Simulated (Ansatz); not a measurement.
# Co3W: the cost of one run

Program: Ansatz 0.2.0. Level of theory: DFT PBEsol, scalar-relativistic, plane waves, PAW. These are calculated values, not measurements.

1 further run of the same task is left out (set aside as unsound or not needed). Runs told in other sessions of the task aren't counted.

### 1 The starting structure

Symmetry: Pm-3m, No. 221, cubic system. Conventional cell: a = 3.551 Å, b = 3.551 Å, c = 3.551 Å, α = 90.00°, β = 90.00°, γ = 90.00°. Co (site symmetry 4/mmm) is surrounded by 8 Co at 2.51 Å and 4 W at 2.51 Å. W (site symmetry m-3m) has 12 Co at 2.51 Å in its first shell of neighbours.

As a file:

```
CELL_PARAMETERS angstrom
3.55056 0.00000 0.00000
0.00000 3.55056 0.00000
0.00000 0.00000 3.55056
ATOMIC_POSITIONS crystal
Co 0.50000 0.50000 0.00000
Co 0.50000 0.00000 0.50000
Co 0.00000 0.50000 0.50000
W 0.00000 0.00000 0.00000
```

It goes back to an entry of the Materials Project, which need not be the stable form.

It is the result of an earlier relaxation at this level (volume 11.19 Å³/atom; gap on the mesh: none (metal), site moments up to 0.2 μB).

### 2 The reference cell

Reference values: F = -25535.9441 eV; pressure -0.14 GPa; largest force 0.000 eV/Å; gap on the mesh none (metal). It was computed beforehand with the settings of the runs below.

### 3 Next: biaxial against axial strain

The cell is strained by p along both x and y and by q along z, with fractional coordinates fixed.

### 4 Point p = -0.080, q = -0.080

input.yaml reads:

```yaml
crystal:
  lattice:
    - [3.2665194225, 0.0, 0.0]
    - [0.0, 3.2665194225, 0.0]
    - [0.0, 0.0, 3.2665194225]
  atoms:
    - { symbol: Co, position: [0.5, 0.5, 0.0], spin: -0.25 }
    - { symbol: Co, position: [0.5, 0.0, 0.5], spin: -0.25 }
    - { symbol: Co, position: [0.0, 0.5, 0.5], spin: -0.25 }
    - { symbol: W, position: [0.0, 0.0, 0.0] }
basis:
  ecutwfc: 420
kpoints:
  mp_grid: { grid: [14, 14, 14] }
hamiltonian:
  xc: pbesol
scf:
  occupations: { method: gaussian, width: 0.15 }
output:
  forces: true
  stress: true
  eigenvalues: true
  populations: true
magnetization:
  spin_polarized: true
```

Command:

```bash
$ ansatz run input.yaml --threads 2 --pin off --max-ram 5120MiB --backend cpu --events-out ev --progress --plain --runs-dir out
```

Q: Estimate wall time and peak memory on 2 threads of Arm Neoverse V2, shared host.

About 16 s, with a peak of 0.58 GiB.
